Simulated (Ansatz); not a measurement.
# C₂H₈S₂Sn: up Jacob's ladder to CCSD(T)

The task here is to estimate one member of a computed series from the others.

Method: functionals in def2-TZVPP, the program's frozen cores in correlated methods; program: Ansatz 0.2.0, Gaussian basis.

The runs, in order: PBE-D4, r2SCAN-D4, PBE0-D4, B3LYP-D4, ωB97X-V, ωB97M-V, B2PLYP; CCSD(T)/def2-TZVPP; MP2/def2-QZVPP; extrapolation to the limit.

### Structure used throughout

An earlier PBE0-D4 in a triple-zeta def2 set relaxation fixed the geometry. Sn takes the def2 core potential; no spin-orbit term is included.

13 atoms, charge 0, spin multiplicity 1.

Atoms are counted from 1 here; the program's logs count them from 0.

Bond lengths: C1–Sn2 2.132 Å, C1–H6 1.090 Å, C1–H7 1.090 Å, C1–H8 1.090 Å, Sn2–C3 2.132 Å, Sn2–S4 2.412 Å, Sn2–S5 2.412 Å, C3–H9 1.090 Å, C3–H10 1.090 Å, C3–H11 1.090 Å, S4–H12 1.343 Å, S5–H13 1.343 Å. Angles: Sn2–C1–H6 109.8°, Sn2–C1–H7 109.5°, Sn2–C1–H8 109.4°, H6–C1–H7 109.5°, H6–C1–H8 109.3°, H7–C1–H8 109.3°, C1–Sn2–C3 115.6°, C1–Sn2–S4 111.4°, C1–Sn2–S5 105.0°, C3–Sn2–S4 105.0°, C3–Sn2–S5 111.4°, S4–Sn2–S5 108.4°, Sn2–C3–H9 109.4°, Sn2–C3–H10 109.5°, Sn2–C3–H11 109.8°, H9–C3–H10 109.3°, H9–C3–H11 109.3°, H10–C3–H11 109.5° and more.

Set-up of the first run:

Contents of in.yaml:

```yaml
crystal:
  periodic: [false, false, false]
  atoms:
    - {symbol: C, position_ang: [-0.780844, -1.336811, -1.285031]}
    - {symbol: Sn, position_ang: [-0.147233, 0.074382, 0.182779]}
    - {symbol: C, position_ang: [1.846539, 0.798300, -0.036552]}
    - {symbol: S, position_ang: [-1.535401, 2.047048, 0.162148]}
    - {symbol: S, position_ang: [-0.447948, -1.044853, 2.298359]}
    - {symbol: H, position_ang: [-0.139543, -2.218049, -1.250404]}
    - {symbol: H, position_ang: [-0.723191, -0.882502, -2.274053]}
    - {symbol: H, position_ang: [-1.810204, -1.631403, -1.083404]}
    - {symbol: H, position_ang: [2.067053, 1.500979, 0.766371]}
    - {symbol: H, position_ang: [2.543983, -0.037719, 0.014242]}
    - {symbol: H, position_ang: [1.952055, 1.303323, -0.997247]}
    - {symbol: H, position_ang: [-2.645668, 1.366317, 0.490783]}
    - {symbol: H, position_ang: [-0.179587, 0.061008, 3.012000]}
basis:
  gaussian: {orbitals: def2-TZVPP}
hamiltonian: {xc: pbe, dispersion: d4}
output: {forces: true, orbitals: {seedname: orbitals}}
```

The run is started by

```console
$ ansatz run in.yaml --threads 2 --pin off --events-out ev --progress --plain --max-ram 22528MiB --backend cuda --devices 0, --max-vram 18GiB
```

Steps of the session up to this table: PBE-D4 (GGA); r2SCAN-D4 (meta-GGA); PBE0-D4 (hybrid); B3LYP-D4 (hybrid); ωB97X-V (range-separated); ωB97M-V (range-separated); B2PLYP (double hybrid); CCSD(T) in def2-TZVPP; MP2 in def2-QZVPP.

One of the session's tables, all rows but one given; the rest of the session is left out.

It belongs to the step «Atomisation energies». 

```
            method  atomisation energy (eV)
            PBE-D4                   45.396
         r2SCAN-D4                        ?
           PBE0-D4                   44.915
          B3LYP-D4                   44.727
           ωB97X-V                   45.151
           ωB97M-V                   45.061
            B2PLYP                   44.179
     HF/def2-TZVPP                   32.755
    MP2/def2-TZVPP                   44.088
   CCSD/def2-TZVPP                   43.236
CCSD(T)/def2-TZVPP                   43.914
           MP2/CBS                   45.363
       CCSD(T)/CBS                   45.189
```

Q: Estimate the row for r2SCAN-D4 from the others.

**Answer.** atomisation energy (eV): 45.006. In the column «atomisation energy (eV)» it lies between PBE0-D4 (44.915) and ωB97M-V (45.061).
